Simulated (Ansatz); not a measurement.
This geometry of a periodic cell of 23 atoms, Si$_{6}$SnO$_{16}$ (host SiO2, host structure P4_2/mnm, dopant Sn, one Si atom removed) is a first-order saddle point.

Level of theory: Ansatz, DFT PBE, scalar-relativistic, plane waves, PAW. Settings: PAW set soft_1, cutoff 420 eV, k mesh 2x2x3, gaussian smearing 0.05 eV, no spin polarisation.

```xyz
23
Lattice="-4.1738 -4.1738 0.0000 4.1738 -4.1738 0.0000 0.0000 0.0000 5.3326" Properties=species:S:1:pos:R:3
Si 0.076 -4.242 0.001
Sn 1.719 -1.713 0.001
O 1.312 -3.368 -0.757
O 0.670 -0.766 1.300
O -0.801 -5.475 0.759
O 3.178 -3.432 1.336
Si 0.048 -4.214 2.668
O 1.177 -3.038 3.170
O 0.775 -0.662 4.035
O -1.129 -5.341 2.165
O 3.441 -3.169 3.999
Si -0.170 0.178 0.001
Si -1.986 -2.027 1.333
O -2.865 -2.897 0.102
O 1.125 -4.752 1.342
O -1.268 -1.299 -0.100
O -0.499 -3.154 1.279
Si -0.112 0.121 2.668
Si -2.139 -2.179 4.001
O -2.848 -2.921 2.573
O 0.586 -5.291 3.992
O -1.244 -1.317 2.762
O -1.010 -3.665 4.056
```

(1) Which two structures does it join? (They come from a converged band through this point; their orientation in space is the band's.)

(2) How far does it lie above each of them?

Answers

(1) Contacts lost: Sn2–O4, Sn2–O6. Contacts made: Sn2–O9, Sn2–O11. The atom that moves furthest is Sn2, by 2.67 Å; four of its nearest neighbours are O4 1.90, O6 1.90, O8 1.97, O3 1.97 Å at the first end and O9 1.90, O11 1.90, O5 1.97, O3 1.97 Å at the last.

Initial state:

```xyz
23
Lattice="-4.1738 -4.1738 0.0000 4.1738 -4.1738 0.0000 0.0000 0.0000 5.3326" Properties=species:S:1:pos:R:3
Si 0.010 -4.168 -0.023
Sn 2.097 -2.082 1.335
O 1.184 -2.993 -0.155
O 0.752 -0.733 1.336
O -1.163 -5.343 -0.155
O 3.444 -3.428 1.336
Si 0.010 -4.168 2.694
O 1.184 -2.994 2.826
O 0.787 -0.769 4.002
O -1.163 -5.343 2.825
O 3.410 -3.392 4.002
Si 0.012 0.007 -0.019
Si -2.076 -2.081 1.335
O -2.883 -2.887 0.006
O 0.830 -4.986 1.336
O -1.268 -1.274 0.006
O -0.809 -3.350 1.336
Si 0.011 0.007 2.690
Si -2.076 -2.080 4.002
O -2.883 -2.887 2.665
O 0.857 -5.013 4.002
O -1.269 -1.274 2.665
O -0.836 -3.322 4.002
```

Final state:

```xyz
23
Lattice="-4.1738 -4.1738 0.0000 4.1738 -4.1738 0.0000 0.0000 0.0000 5.3326" Properties=species:S:1:pos:R:3
Si 0.000 -4.174 0.025
Sn 2.087 -2.087 -1.333
O 1.174 -3.000 0.158
O 0.777 -0.777 1.333
O -1.174 -5.348 0.158
O 3.397 -3.397 1.333
Si 0.000 -4.174 2.641
O 1.174 -3.000 2.508
O 0.740 -0.740 3.999
O -1.174 -5.348 2.508
O 3.434 -3.434 3.999
Si 0.000 0.000 0.023
Si -2.087 -2.087 1.333
O -2.894 -2.894 -0.003
O 0.846 -5.019 1.333
O -1.280 -1.280 -0.003
O -0.846 -3.328 1.333
Si 0.000 0.000 2.644
Si -2.087 -2.087 3.999
O -2.894 -2.894 2.670
O 0.819 -4.993 3.999
O -1.280 -1.280 2.670
O -0.819 -3.355 3.999
```

(2) 2.78 eV above the first and 2.78 eV above the second. This is the barrier of this one path; another mechanism may lie lower. Limits of this set-up: coarse k mesh, no spin, though dangling bonds at a vacancy may carry it, a small cell, in which the defect meets its images.

Time of the run: 49 min on 2 threads of Arm Neoverse V1, with other jobs on the host, peak memory 1.1 GiB.
